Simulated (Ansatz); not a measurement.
# AlF3: molecular dynamics

Aim: follow the molecule's vibrations and see whether its bonds hold. The start is relaxed first. Runs: 40 steps of 12 fs under a Nosé-Hoover thermostat at 1500 K; 106 steps of 2 fs under a Nosé-Hoover thermostat, set from 300 K to 75 K by a schedule.

Program: Ansatz 0.2.0. Level of theory: RKS revPBE/cc-pVDZ. These are calculated values, not measurements.

### 1 The structure to begin with

Bond lengths: Al1–F2 1.690 Å, Al1–F3 1.690 Å, Al1–F4 1.690 Å. Angles: F2–Al1–F3 120.0°, F2–Al1–F4 120.0°, F3–Al1–F4 120.0°.

As a file:

```xyz
4

Al    0.0000    0.0000    0.0000
F     0.0000    0.0000    1.6900
F     1.4635    0.0000   -0.8450
F    -1.4635    0.0000   -0.8450
```

### 2 Relaxing the start

File input.yaml:

```yaml
crystal:
  periodic: [false, false, false]
  atoms:
    - { symbol: Al, position_ang: [0.0, 0.0, 0.0] }
    - { symbol: F, position_ang: [0.0, 0.0, 1.69] }
    - { symbol: F, position_ang: [1.4635, 0.0, -0.845] }
    - { symbol: F, position_ang: [-1.4635, 0.0, -0.845] }
basis:
  gaussian: { orbitals: cc-pVDZ }
hamiltonian:
  xc: revpbe
relax:
  f_tol: 0.02
  max_steps: 40
output:
  orbitals: {}
```

Started as:

```
$ ansatz run input.yaml --threads 1 --pin off --max-ram 2048MiB --backend cpu --events-out ev --progress --plain --runs-dir out
```

The program printed (excerpt; [...] marks lines left out):

```text
Warning: RAYON_NUM_THREADS=1 ignored (pool sized by the plan → 1); use --threads N
[...]
Functional definition: revPBE
[...]
661 factors; their error is unknown
[...]
mean field -14748.76544731 eV, -542.0071331165 hartree, gradient 2.7e-5 eV, S^2 0.000000; 0 other end points of the search recorded, 0 dependent functions left out
[...]
reference -14748.76550161 eV, -542.0071351118 hartree; 20, 20 occupied and 40, 40 virtual orbitals, 661 factors
relax step   1: F+E_penalty+E_count = -14748.76544731 eV  Δ(F+E_penalty+E_count) = +0.000e0 eV  max|allowed force component| = 1.289e-1 eV/Å  Δτ_max = 0.0000 Å  (23 SCF iters, accepted)
[...]
relax step   2: F+E_penalty+E_count = -14748.76606141 eV  Δ(F+E_penalty+E_count) = -6.141e-4 eV  max|allowed force component| = 7.032e-2 eV/Å  Δτ_max = 0.0020 Å  (17 SCF iters, accepted)
[...]
relax step   3: F+E_penalty+E_count = -14748.76632399 eV  Δ(F+E_penalty+E_count) = -2.626e-4 eV  max|allowed force component| = 5.070e-4 eV/Å  Δτ_max = 0.0025 Å  (20 SCF iters, accepted)
661 factors; their error is unknown
[...]
mean field -14748.76632399 eV, -542.0071653338 hartree, gradient 4.0e-6 eV, S^2 0.000000; 1 other end points of the search recorded, 0 dependent functions left out
[...]
reference -14748.76637828 eV, -542.0071673289 hartree; 20, 20 occupied and 40, 40 virtual orbitals, 661 factors
Total energy: -14748.76637828 eV, -542.0071673289 hartree
Atom 0 at    -0.000000     0.000000     0.000001 Å, force     0.000000     0.000000    -0.000044 eV/Å
Atom 1 at     0.000000    -0.000000     1.694420 Å, force    -0.000000    -0.000000     0.000507 eV/Å
Atom 2 at     1.467422    -0.000000    -0.847211 Å, force     0.000465    -0.000000    -0.000232 eV/Å
Atom 3 at    -1.467422    -0.000000    -0.847211 Å, force    -0.000465    -0.000000    -0.000232 eV/Å
Dipole moment:     0.000000     0.000000     0.000002 e Å
```

Wall time 4.1 s (1 thread of Arm Neoverse V1, shared host); peak memory 0.1 GiB.

Relaxation path:

```csv
step,energy from step 1 (eV),largest force component (eV/Å)
1,0.0000,0.1289
2,-0.0006,0.0703
3,-0.0009,0.0005
```

Step 1 is the start.

After: Bond lengths: Al1–F2 1.694 Å, Al1–F3 1.694 Å, Al1–F4 1.694 Å. Angles: F2–Al1–F3 120.0°, F2–Al1–F4 120.0°, F3–Al1–F4 120.0°.

### 3 Run 1

40 steps of 12 fs under a Nosé-Hoover thermostat at 1500 K, from the relaxed start.

File input.yaml:

```yaml
crystal:
  periodic: [false, false, false]
  atoms:
    - { symbol: Al, position_ang: [0.0, 0.0, 1.0e-06] }
    - { symbol: F, position_ang: [0.0, 0.0, 1.69442] }
    - { symbol: F, position_ang: [1.467422, 0.0, -0.847211] }
    - { symbol: F, position_ang: [-1.467422, 0.0, -0.847211] }
basis:
  gaussian: { orbitals: cc-pVDZ }
hamiltonian:
  xc: revpbe
md:
  timestep: 12.0
  n_steps: 40
  ensemble: nvt_nose_hoover
  temperature: 1500.0
  initial_velocities: maxwell_boltzmann
  seed: 597651
  nose_hoover: { tau: 50.0, chain_length: 5 }
```

Started as:

```
$ ansatz run input.yaml --threads 1 --pin off --max-ram 2048MiB --backend cpu --events-out ev --progress --plain --runs-dir out
```

The program printed (excerpt; [...] marks lines left out):

```text
Warning: RAYON_NUM_THREADS=1 ignored (pool sized by the plan → 1); use --threads N
[...]
Functional definition: revPBE
[...]
661 factors; their error is unknown
[...]
mean field -14748.76632399 eV, -542.0071653338 hartree, gradient 2.7e-5 eV, S^2 0.000000; 0 other end points of the search recorded, 0 dependent functions left out
[...]
reference -14748.76637828 eV, -542.0071673289 hartree; 20, 20 occupied and 40, 40 virtual orbitals, 661 factors
md step     0: t =     0.00 fs  T =  1500.0 K  F+E_penalty+E_count = -14748.76632399 eV  E_kin = 0.387780 eV  conserved = -14748.37854400 eV  (22 SCF iters)
[...]
md step    10: t =   120.00 fs  T =   473.4 K  F+E_penalty+E_count = -14731.82063014 eV  E_kin = 0.122394 eV  conserved = -12036.29247879 eV  (672 SCF iters)
[...]
md step    20: t =   240.00 fs  T =  1596.7 K  F+E_penalty+E_count = -14731.94381020 eV  E_kin = 0.412781 eV  conserved = -12036.29172393 eV  (741 SCF iters)
[...]
md step    30: t =   360.00 fs  T =  8110.5 K  F+E_penalty+E_count = -14731.87342482 eV  E_kin = 2.096736 eV  conserved = -11976.64843602 eV  (1392 SCF iters)
[...]
WARN: mean field -14731.73934899 eV, -541.3814355439 hartree, gradient 5.7e-6 eV, S^2 0.000000; 0 other end points of the search recorded, 0 dependent functions left out; starts or descents were cut at the limit of passes or no minimum was shown, so a lower state may exist
[...]
md step    39: t =   468.00 fs  T =    85.7 K  F+E_penalty+E_count = -14731.71816416 eV  E_kin = 0.022144 eV  conserved = -11976.65009624 eV  (843 SCF iters)
[...]
md step    40: t =   480.00 fs  T =    92.1 K  F+E_penalty+E_count = -14731.71416467 eV  E_kin = 0.023810 eV  conserved = -11976.65009965 eV  (2446 SCF iters)
Total energy: -14731.71420419 eV, -541.3805114893 hartree
Atom 0 at     1.015972    -2.374305     9.132144 Å, force    -0.009397     0.020667    -0.063569 eV/Å
Atom 1 at    -1.264481     0.098403     2.375198 Å, force     0.001468    -0.016356     0.054274 eV/Å
Atom 2 at     4.838473     0.086911    -1.273583 Å, force     0.009210    -0.004478     0.010534 eV/Å
Atom 3 at    -5.016876     3.186675   -14.071090 Å, force    -0.001281     0.000167    -0.001239 eV/Å
Dipole moment:     1.023536    -2.399279     9.127608 e Å
```

Wall time 14 min (1 thread of Arm Neoverse V1, shared host); peak memory 0.1 GiB.

### 4 What the atoms did

The trajectory, every 3 steps (energies from step 0):

```csv
time (fs),T (K),potential energy change (meV/atom),conserved energy change (meV/atom)
0.0,1500,0.0,0.00
36.0,6200,328.7,612.75
72.0,101964,4199.6,678022.07
108.0,897,4234.7,678021.52
144.0,216,4237.4,678021.51
180.0,204,4234.6,678021.52
216.0,595,4224.4,678021.56
252.0,2511,4186.9,678021.95
288.0,5068,4005.7,678026.72
324.0,8082,3167.4,678073.79
360.0,8111,4223.2,692932.53
396.0,515,4251.6,692932.13
432.0,137,4258.4,692932.12
468.0,86,4262.0,692932.11
480.0,92,4263.0,692932.11
```

time (fs), T (K) and a bar:
```
      0.0       1500 
     24.0       1066 
     36.0       6200 #
     60.0     128065 ##############################
     84.0       7930 ##
    108.0        897 
    120.0        473 
    144.0        216 
    168.0        180 
    192.0        264 
    204.0        380 
    228.0        973 
    252.0       2511 #
    276.0       4628 #
    288.0       5068 #
    312.0       5509 #
    336.0      25802 ######
    360.0       8111 ##
    372.0       2413 #
    396.0        515 
    420.0        194 
    444.0        106 
    456.0         90 
    480.0         92
```

Bonds that form or break, judged by distance (formed within 1.15 times the sum of covalent radii and held on average over 36 fs, broken when stretched by half; pairs already stretched at the start don't count as bonds):

```csv
time (fs),bond,event
48.0,Al1–F2,breaks
60.0,Al1–F3,breaks
72.0,Al1–F4,breaks
```

### 5 Positions and forces

Extended XYZ, with forces in eV/Å:

```xyz
4
time_fs=60.0 T=128065 dE=60.7624
Al   -1.691   -0.170   -0.059   61.004  -61.976  260.438
F    -0.038    0.043    2.364   -1.067   -0.118   -1.535
F     4.329    0.163   -1.365   -0.040   -0.003   -0.011
F    -1.889    0.035   -0.916  -59.896   62.096 -258.892
4
time_fs=120.0 T=473 dE=16.9457
Al    0.053   -2.084    8.001    0.005    0.046   -0.132
F    -0.091    0.018    2.361   -0.015   -0.042    0.127
F     4.586    0.174   -1.414    0.012   -0.004    0.006
F    -4.569    2.767  -12.310   -0.002    0.000   -0.001
4
time_fs=180.0 T=204 dE=16.9385
Al    0.113   -2.101    8.132    0.003    0.047   -0.136
F    -0.112   -0.038    2.530   -0.013   -0.043    0.131
F     4.609    0.168   -1.407    0.011   -0.004    0.006
F    -4.657    2.854  -12.672   -0.002    0.000   -0.001
4
time_fs=240.0 T=1597 dE=16.8225
Al    0.186   -2.039    8.046   -0.005    0.078   -0.221
F    -0.165   -0.208    3.042   -0.002   -0.074    0.214
F     4.662    0.152   -1.385    0.009   -0.004    0.007
F    -4.761    2.952  -13.085   -0.002    0.000   -0.001
4
time_fs=300.0 T=5014 dE=15.4284
Al    0.293   -1.789    7.492   -0.220    0.471   -1.303
F    -0.244   -0.697    4.492    0.219   -0.468    1.295
F     4.772    0.115   -1.330    0.002   -0.003    0.008
F    -4.944    3.123  -13.802   -0.001    0.000    0.000
4
time_fs=360.0 T=8111 dE=16.8929
Al    0.785   -2.141    8.503   -0.034    0.051   -0.148
F    -0.918   -0.241    3.280    0.028   -0.047    0.138
F     4.813    0.100   -1.304    0.007   -0.004    0.011
F    -5.009    3.183  -14.052   -0.001    0.000   -0.001
4
time_fs=420.0 T=194 dE=17.0270
Al    0.952   -2.320    8.992   -0.012    0.024   -0.073
F    -1.159    0.014    2.588    0.004   -0.020    0.064
F     4.820    0.096   -1.295    0.009   -0.004    0.010
F    -5.013    3.185  -14.064   -0.001    0.000   -0.001
4
time_fs=480.0 T=92 dE=17.0522
Al    1.016   -2.374    9.132   -0.009    0.021   -0.064
F    -1.264    0.098    2.375    0.002   -0.016    0.054
F     4.838    0.087   -1.274    0.009   -0.004    0.011
F    -5.017    3.187  -14.071   -0.001    0.000   -0.001
```

Reading of run 1. The run blows up, reaching 128065 K, so it describes no real motion.

### 6 Run 2

106 steps of 2 fs under a Nosé-Hoover thermostat, set from 300 K to 75 K by a schedule, from the relaxed start.

Edit input.yaml of step 3 so:

```diff
@@ -12,8 +12,10 @@
 md:
-  timestep: 12.0
-  n_steps: 40
+  timestep: 2.0
+  n_steps: 106
   ensemble: nvt_nose_hoover
-  temperature: 1500.0
+  temperature: 300.0
   initial_velocities: maxwell_boltzmann
-  seed: 597651
-  nose_hoover: { tau: 50.0, chain_length: 5 }
+  seed: 475271
+  temperature_schedule:
+    - { n_steps: 26, end_temperature: 300.0 }
+    - { n_steps: 79, end_temperature: 75.0 }
```

Started as:

```
$ ansatz run input.yaml --threads 1 --pin off --max-ram 2048MiB --backend cpu --events-out ev --progress --plain --runs-dir out
```

The program printed (excerpt; [...] marks lines left out):

```text
Warning: RAYON_NUM_THREADS=1 ignored (pool sized by the plan → 1); use --threads N
[...]
Functional definition: revPBE
[...]
661 factors; their error is unknown
[...]
mean field -14748.76632399 eV, -542.0071653338 hartree, gradient 2.7e-5 eV, S^2 0.000000; 0 other end points of the search recorded, 0 dependent functions left out
[...]
reference -14748.76637828 eV, -542.0071673289 hartree; 20, 20 occupied and 40, 40 virtual orbitals, 661 factors
md step     0: t =     0.00 fs  T =   300.0 K (target 300.0 K)  F+E_penalty+E_count = -14748.76632399 eV  E_kin = 0.077556 eV  conserved = -14748.68876799 eV  (22 SCF iters)
[...]
md step    13: t =    26.00 fs  T =    51.1 K (target 300.0 K)  F+E_penalty+E_count = -14748.70069843 eV  E_kin = 0.013203 eV  conserved = -14748.68815519 eV  (22 SCF iters)
[...]
md step    26: t =    52.00 fs  T =   180.2 K (target 300.0 K)  F+E_penalty+E_count = -14748.73212092 eV  E_kin = 0.046597 eV  conserved = -14748.68852991 eV  (22 SCF iters)
[...]
md step    39: t =    78.00 fs  T =   239.9 K (target 264.4 K)  F+E_penalty+E_count = -14748.73495885 eV  E_kin = 0.062008 eV  conserved = -14748.68834789 eV  (21 SCF iters)
[...]
md step    52: t =   104.00 fs  T =   101.6 K (target 227.4 K)  F+E_penalty+E_count = -14748.68897300 eV  E_kin = 0.026268 eV  conserved = -14748.68806321 eV  (22 SCF iters)
md step    53: t =   106.00 fs  T =   131.9 K (target 224.5 K)  F+E_penalty+E_count = -14748.69634235 eV  E_kin = 0.034101 eV  conserved = -14748.68830466 eV  (22 SCF iters)
```

### 7 The output, continued: dynamics from the start

The log, continued (excerpt; [...] marks lines left out):

```text
md step    54: t =   108.00 fs  T =   164.3 K (target 221.7 K)  F+E_penalty+E_count = -14748.70404029 eV  E_kin = 0.042485 eV  conserved = -14748.68853593 eV  (22 SCF iters)
[...]
md step    67: t =   134.00 fs  T =   261.5 K (target 184.7 K)  F+E_penalty+E_count = -14748.70939702 eV  E_kin = 0.067603 eV  conserved = -14748.68813268 eV  (22 SCF iters)
[...]
md step    80: t =   160.00 fs  T =   278.5 K (target 147.6 K)  F+E_penalty+E_count = -14748.69015143 eV  E_kin = 0.071994 eV  conserved = -14748.68781355 eV  (22 SCF iters)
[...]
md step    93: t =   186.00 fs  T =   269.2 K (target 110.6 K)  F+E_penalty+E_count = -14748.67569426 eV  E_kin = 0.069599 eV  conserved = -14748.68834643 eV  (22 SCF iters)
[...]
md step   105: t =   210.00 fs  T =   243.1 K (target 76.4 K)  F+E_penalty+E_count = -14748.66879289 eV  E_kin = 0.062852 eV  conserved = -14748.68765477 eV  (23 SCF iters)
[...]
md step   106: t =   212.00 fs  T =   229.5 K (target 75.0 K)  F+E_penalty+E_count = -14748.66565739 eV  E_kin = 0.059321 eV  conserved = -14748.68739578 eV  (23 SCF iters)
Total energy: -14748.66571131 eV, -542.0034678860 hartree
Atom 0 at    -0.035467     0.079769     0.036189 Å, force     0.340056    -0.514185    -2.039756 eV/Å
Atom 1 at     0.061358    -0.046581     1.671611 Å, force    -0.135260     0.081182     1.638437 eV/Å
Atom 2 at     1.438138    -0.012627    -0.821765 Å, force    -0.224483     0.221474     0.125246 eV/Å
Atom 3 at    -1.449126    -0.054081    -0.901243 Å, force     0.019687     0.211529     0.276072 eV/Å
Dipole moment:    -0.085078     0.168386     0.084234 e Å
```

Wall time 1.9 min (1 thread of Arm Neoverse V1, shared host); peak memory 0.096 GiB.

### 8 What the atoms did

The trajectory, every 5 steps (energies from step 0):

```
time (fs)  T (K)  potential energy change (meV/atom)  conserved energy change (meV/atom)
      0.0    300                                 0.0                                0.00
     10.0    178                                 8.0                                0.15
     20.0    157                                 9.4                                0.03
     30.0     34                                17.5                                0.14
     40.0     71                                15.2                                0.08
     50.0    138                                11.2                                0.11
     60.0    226                                 6.4                                0.09
     70.0    291                                 3.3                                0.04
     80.0    201                                10.6                                0.15
     90.0    188                                12.4                                0.07
    100.0     95                                19.5                                0.19
    110.0    185                                14.5                                0.03
    120.0    155                                18.0                                0.21
    130.0    312                                 9.9                                0.04
    140.0    237                                17.1                                0.24
    150.0    375                                10.6                                0.06
    160.0    278                                19.0                                0.24
    170.0    319                                18.1                                0.14
    180.0    282                                21.4                                0.12
    190.0    166                                29.6                                0.25
    200.0    260                                23.6                                0.14
    210.0    243                                24.4                                0.28
    212.0    229                                25.2                                0.34
```

time (fs), T (K) and a bar:
```
      0.0        300 #######################
     10.0        178 ############
     18.0        179 ############
     28.0         34 
     36.0         74 ###
     46.0         73 ###
     56.0        235 #################
     64.0        216 ###############
     74.0        302 #######################
     82.0        172 ############
     92.0        192 #############
    102.0         87 #####
    110.0        185 #############
    120.0        155 ##########
    130.0        312 ########################
    138.0        221 ################
    148.0        387 ##############################
    156.0        262 ###################
    166.0        379 #############################
    176.0        228 ################
    184.0        301 #######################
    194.0        121 #######
    202.0        311 ########################
    212.0        229 #################
```

### 9 Frames from the trajectory

Extended XYZ, with forces in eV/Å:

```xyz
4
time_fs=26.0 T=51 dE=0.0656
Al   -0.039   -0.061    0.032    0.183    0.465   -1.320
F     0.076    0.028    1.697   -0.219   -0.118    0.685
F     1.439    0.030   -0.820   -0.271   -0.171    0.137
F    -1.460    0.029   -0.923    0.306   -0.176    0.498
4
time_fs=52.0 T=180 dE=0.0342
Al   -0.035   -0.026    0.008    0.065    0.190    0.599
F     0.073    0.012    1.714   -0.268   -0.073   -0.401
F     1.428    0.014   -0.814    0.430   -0.055   -0.291
F    -1.451    0.011   -0.911   -0.228   -0.061    0.093
4
time_fs=80.0 T=201 dE=0.0425
Al    0.011    0.060   -0.020   -0.089   -0.472    1.205
F    -0.022   -0.032    1.710    0.091    0.195   -0.936
F     1.476   -0.024   -0.855    0.142    0.139   -0.093
F    -1.469   -0.030   -0.826   -0.145    0.138   -0.176
4
time_fs=106.0 T=132 dE=0.0700
Al    0.044    0.047   -0.007   -0.029   -0.327   -0.910
F    -0.095   -0.025    1.649    0.277    0.082    1.002
F     1.506   -0.016   -0.884   -0.281    0.127    0.228
F    -1.474   -0.026   -0.755    0.034    0.118   -0.320
4
time_fs=132.0 T=294 dE=0.0464
Al    0.032   -0.047   -0.004   -0.060    0.383   -0.696
F    -0.068    0.017    1.678    0.224   -0.107    0.271
F     1.510    0.034   -0.882   -0.615   -0.146    0.411
F    -1.487    0.016   -0.790    0.451   -0.131    0.013
4
time_fs=160.0 T=278 dE=0.0762
Al   -0.025   -0.071   -0.007   -0.042    0.463    1.482
F     0.056    0.029    1.709   -0.217   -0.215   -0.642
F     1.421    0.047   -0.812    0.944   -0.108   -0.582
F    -1.441    0.024   -0.888   -0.685   -0.140   -0.258
4
time_fs=186.0 T=269 dE=0.0906
Al   -0.066    0.021    0.021    0.453   -0.180    0.433
F     0.129   -0.019    1.739   -0.507    0.068   -0.843
F     1.420    0.011   -0.800   -0.032    0.056   -0.069
F    -1.455   -0.022   -0.968    0.087    0.057    0.478
4
time_fs=212.0 T=229 dE=0.1007
Al   -0.035    0.080    0.036    0.340   -0.514   -2.040
F     0.061   -0.047    1.672   -0.135    0.081    1.638
F     1.438   -0.013   -0.822   -0.225    0.222    0.125
F    -1.449   -0.054   -0.901    0.020    0.211    0.276
```

On run 2: The set-point goes from 300 to 75 K in 212 fs, and the last tenth of the run averages 244 K. Such a rate, of order 10^15 K/s, is far beyond any furnace or quench, and the atoms lag the set-point. The conserved energy strays from its start by at most 0.34 meV/atom, 2.5 % of the mean kinetic energy, fair for a step of 2 fs. The bonding pattern survives the run.

### 10 What came out

```
                                     quantity                                      value
                      relaxation of the start                    2 moves, 0.001 eV lower
                                run 1: length                          40 steps of 12 fs
      run 1: temperature, first and last step                              1500 and 92 K
              run 1: temperature, second half            mean 6022 K, from 86 to 51571 K
         run 1: potential energy, second half  +4129 meV/atom from this run's first step
run 1: largest change of the conserved energy                         692938.70 meV/atom
                run 1: bonds formed or broken                                          3
                                run 2: length                          106 steps of 2 fs
      run 2: temperature, first and last step                              300 and 229 K
              run 2: temperature, second half              mean 257 K, from 121 to 387 K
         run 2: potential energy, second half    +19 meV/atom from this run's first step
run 2: largest change of the conserved energy                              0.34 meV/atom
                run 2: bonds formed or broken                                          0
```

**Reading.** Mean temperatures of the second halves: none that means anything (unstable run), 257 K. Bonds changed in run 1 (an artefact of the unstable or too long step). Averages from a run of 212 fs with 4 atoms are rough.
